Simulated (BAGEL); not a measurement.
# SiN2H5F (SMILES N[SiH](N)F) at HF/cc-pVDZ (density fitting with qzvpp-jkfit)

Aim: the vertical singlet–triplet gap of SiN2H5F at HF/cc-pVDZ (density fitting with qzvpp-jkfit), from 2 runs. 

Program for the calculation: BAGEL 1.2.2.

1 further run of the same task is left out (set aside as unsound or not needed).

### Step 1. Starting point

SiN2H5F has 9 atoms, charge 0, and is taken as a singlet. As SMILES, `N[SiH](N)F`. The shape is that of a PBE0-D4/def2-TZVP optimisation. This is one conformer, not always the lowest.

Bond lengths: N1–Si2 1.699 Å, Si2–N3 1.694 Å, Si2–F4 1.604 Å, N1–H5 1.006 Å, N1–H6 1.006 Å, Si2–H7 1.482 Å, N3–H8 1.006 Å, N3–H9 1.007 Å. Some angles: N1–Si2–N3 107.9°, N1–Si2–F4 103.7°, N3–Si2–F4 116.3°, N1–Si2–H7 118.9°, N3–Si2–H7 106.1°, F4–Si2–H7 104.4°, Si2–N1–H5 121.0°, Si2–N1–H6 121.2°, Si2–N3–H8 121.4°, Si2–N3–H9 121.8°.

### Step 2. The energy at HF/cc-pVDZ (density fitting with qzvpp-jkfit)

Input file input.json:

```json
{ "bagel": [

{
  "title": "molecule",
  "basis": "cc-pvdz.json",
  "df_basis": "qzvpp-jkfit",
  "angstrom": true,
  "geometry": [
    { "atom": "N", "xyz": [   -0.745300,    1.091200,   -0.553800 ] },
    { "atom": "Si", "xyz": [    0.360600,   -0.187700,   -0.386700 ] },
    { "atom": "N", "xyz": [    0.243900,   -0.772200,    1.198500 ] },
    { "atom": "F", "xyz": [   -0.056700,   -1.206800,   -1.552400 ] },
    { "atom": "H", "xyz": [   -1.091200,    1.362900,   -1.458400 ] },
    { "atom": "H", "xyz": [   -0.772300,    1.847100,    0.108800 ] },
    { "atom": "H", "xyz": [    1.799800,    0.074400,   -0.624200 ] },
    { "atom": "H", "xyz": [    0.995300,   -1.289700,    1.622500 ] },
    { "atom": "H", "xyz": [   -0.645500,   -0.965500,    1.628600 ] }
  ]
},
{ "title": "hf" },
{ "title": "print", "file": "orbitals.molden", "orbitals": true }

]}
```

The basis set cc-pVDZ is read from a file made from the Basis Set Exchange's data (not shown).

The run is started by

```sh
$ BAGEL_NUM_THREADS=1 BAGEL input.json > input.out
```

Log:

```text
* using 1 threads per process

  ===============================================================
  ===============================================================

  *** Geometry ***

  { "atom" : "N", "xyz" : [     -1.408413,      2.062069,     -1.046530 ] },
  { "atom" : "Si", "xyz" : [      0.681435,     -0.354702,     -0.730757 ] },
  { "atom" : "N", "xyz" : [      0.460904,     -1.459247,      2.264837 ] },
  { "atom" : "F", "xyz" : [     -0.107147,     -2.280521,     -2.933611 ] },
  { "atom" : "H", "xyz" : [     -2.062069,      2.575508,     -2.755977 ] },
  { "atom" : "H", "xyz" : [     -1.459435,      3.490513,      0.205602 ] },
  { "atom" : "H", "xyz" : [      3.401129,      0.140596,     -1.179567 ] },
  { "atom" : "H", "xyz" : [      1.880844,     -2.437180,      3.066081 ] },
  { "atom" : "H", "xyz" : [     -1.219818,     -1.824531,      3.077608 ] },

  Number of auxiliary basis functions:      449

  Since a DF basis is specified, we compute 2- and 3-index integrals:
    o Being stored without compression. Storage requirement is 0.026 GB

  Number of basis functions:       85
  Number of electrons      :       42

    * METHOD: MOLECULE                             0.16

  *** RHF ***

  === Nuclear Repulsion ===
   186.1429506586

      * DIIS with orbital gradients will be used.

  === RHF iteration (cc-pvdz.json) ===
      0       -499.94562332          0.02119665           0.05
      1       -500.20805144          0.01238937           0.05
      2       -500.30921261          0.00136110           0.05
      3       -500.31055564          0.00032173           0.05
      4       -500.31061656          0.00009532           0.05
      5       -500.31062470          0.00002536           0.05
      6       -500.31062524          0.00000639           0.05
      7       -500.31062529          0.00000140           0.05
      8       -500.31062530          0.00000038           0.05
      9       -500.31062530          0.00000018           0.05
     10       -500.31062530          0.00000004           0.05
     11       -500.31062530          0.00000001           0.05
     12       -500.31062530          0.00000000           0.05
    * SCF iteration converged.

    * Permanent dipole moment:
           (    0.067830,    -0.507672,    -0.704512) a.u.

    * METHOD: HF                                   0.79

    * METHOD: PRINT                                0.01

  ===============================================================
```

Wall time 2.1 s (1 thread of Intel Xeon 6975P-C (Granite Rapids), shared host); peak memory 0.11 GiB.

### Step 3. The triplet

Input file calc.json:

```json
{ "bagel" : [

{
  "title" : "molecule",
  "basis" : "cc-pvdz.json",
  "df_basis" : "qzvpp-jkfit",
  "angstrom" : true,
  "geometry" : [
    { "atom" : "N", "xyz" : [   -0.745300,    1.091200,   -0.553800 ] },
    { "atom" : "Si", "xyz" : [    0.360600,   -0.187700,   -0.386700 ] },
    { "atom" : "N", "xyz" : [    0.243900,   -0.772200,    1.198500 ] },
    { "atom" : "F", "xyz" : [   -0.056700,   -1.206800,   -1.552400 ] },
    { "atom" : "H", "xyz" : [   -1.091200,    1.362900,   -1.458400 ] },
    { "atom" : "H", "xyz" : [   -0.772300,    1.847100,    0.108800 ] },
    { "atom" : "H", "xyz" : [    1.799800,    0.074400,   -0.624200 ] },
    { "atom" : "H", "xyz" : [    0.995300,   -1.289700,    1.622500 ] },
    { "atom" : "H", "xyz" : [   -0.645500,   -0.965500,    1.628600 ] }
  ]
},
{
  "title" : "uhf",
  "nopen" : 2
},
{
  "title" : "print",
  "file" : "orbitals.molden",
  "orbitals" : true
}

]}
```

The basis set cc-pVDZ is read from a file made from the Basis Set Exchange's data (not shown).

The run is started by

```sh
$ BAGEL_NUM_THREADS=1 BAGEL calc.json > calc.out
```

Log:

```text
* using 1 threads per process

  ===============================================================
  ===============================================================

  *** Geometry ***

  { "atom" : "N", "xyz" : [     -1.408413,      2.062069,     -1.046530 ] },
  { "atom" : "Si", "xyz" : [      0.681435,     -0.354702,     -0.730757 ] },
  { "atom" : "N", "xyz" : [      0.460904,     -1.459247,      2.264837 ] },
  { "atom" : "F", "xyz" : [     -0.107147,     -2.280521,     -2.933611 ] },
  { "atom" : "H", "xyz" : [     -2.062069,      2.575508,     -2.755977 ] },
  { "atom" : "H", "xyz" : [     -1.459435,      3.490513,      0.205602 ] },
  { "atom" : "H", "xyz" : [      3.401129,      0.140596,     -1.179567 ] },
  { "atom" : "H", "xyz" : [      1.880844,     -2.437180,      3.066081 ] },
  { "atom" : "H", "xyz" : [     -1.219818,     -1.824531,      3.077608 ] },

  Number of auxiliary basis functions:      449

  Since a DF basis is specified, we compute 2- and 3-index integrals:
    o Being stored without compression. Storage requirement is 0.026 GB

  Number of basis functions:       85
  Number of electrons      :       42

    * METHOD: MOLECULE                             0.15

  *** Open-shell HF ***

  === Nuclear Repulsion ===
   186.1429506586

      * DIIS with orbital gradients will be used.

  === UHF iteration (cc-pvdz.json) ===
      0       -499.59792815          0.03945833           0.11
      1       -499.87909220          0.02759305           0.10
      2       -499.99604535          0.01449086           0.11
      3       -500.04783484          0.00374976           0.11
      4       -500.06321690          0.00166509           0.10
      5       -500.06687985          0.00068581           0.09
      6       -500.06749611          0.00043051           0.11
      7       -500.06776324          0.00017843           0.11
      8       -500.06781318          0.00009765           0.10
      9       -500.06782325          0.00005139           0.12
     10       -500.06782644          0.00002152           0.14
     11       -500.06782755          0.00001160           0.14
     12       -500.06782784          0.00000789           0.12
     13       -500.06782797          0.00000560           0.12
     14       -500.06782806          0.00000396           0.11
     15       -500.06782811          0.00000278           0.12
     16       -500.06782815          0.00000168           0.10
     17       -500.06782816          0.00000077           0.11
     18       -500.06782816          0.00000049           0.10
     19       -500.06782816          0.00000031           0.11
     20       -500.06782816          0.00000017           0.12
     21       -500.06782816          0.00000011           0.11
     22       -500.06782816          0.00000008           0.10
     23       -500.06782816          0.00000006           0.12
     24       -500.06782816          0.00000004           0.10
     25       -500.06782816          0.00000003           0.14
     26       -500.06782816          0.00000002           0.14
     27       -500.06782816          0.00000001           0.11
     28       -500.06782816          0.00000001           0.13
    * SCF iteration converged.

    * S^2 (UHF) is 2.0076

    * Permanent dipole moment:
           (   -0.406841,     0.673289,    -0.855025) a.u.

    * METHOD: UHF                                  3.41

    * METHOD: PRINT                                0.01

  ===============================================================
```

Wall time 4.8 s (1 thread of Intel Xeon 6975P-C (Granite Rapids), shared host); peak memory 0.11 GiB.

### Step 4. Summary of results

Level: HF/cc-pVDZ (density fitting with qzvpp-jkfit).

```
                                        quantity          value
                           singlet: total energy  -500.31063 Eh
                          singlet: dipole moment         2.21 D
                            singlet: HOMO energy      -11.07 eV
                            singlet: LUMO energy        4.92 eV
                          singlet: HOMO–LUMO gap       15.99 eV
                           triplet: total energy  -500.06783 Eh
                          triplet: dipole moment         2.95 D
                                   triplet: ⟨S²⟩          2.008
vertical energy of the triplet above the singlet       6.607 eV
```

In words: At this shape the triplet lies 6.61 eV (637 kJ/mol) above the singlet.
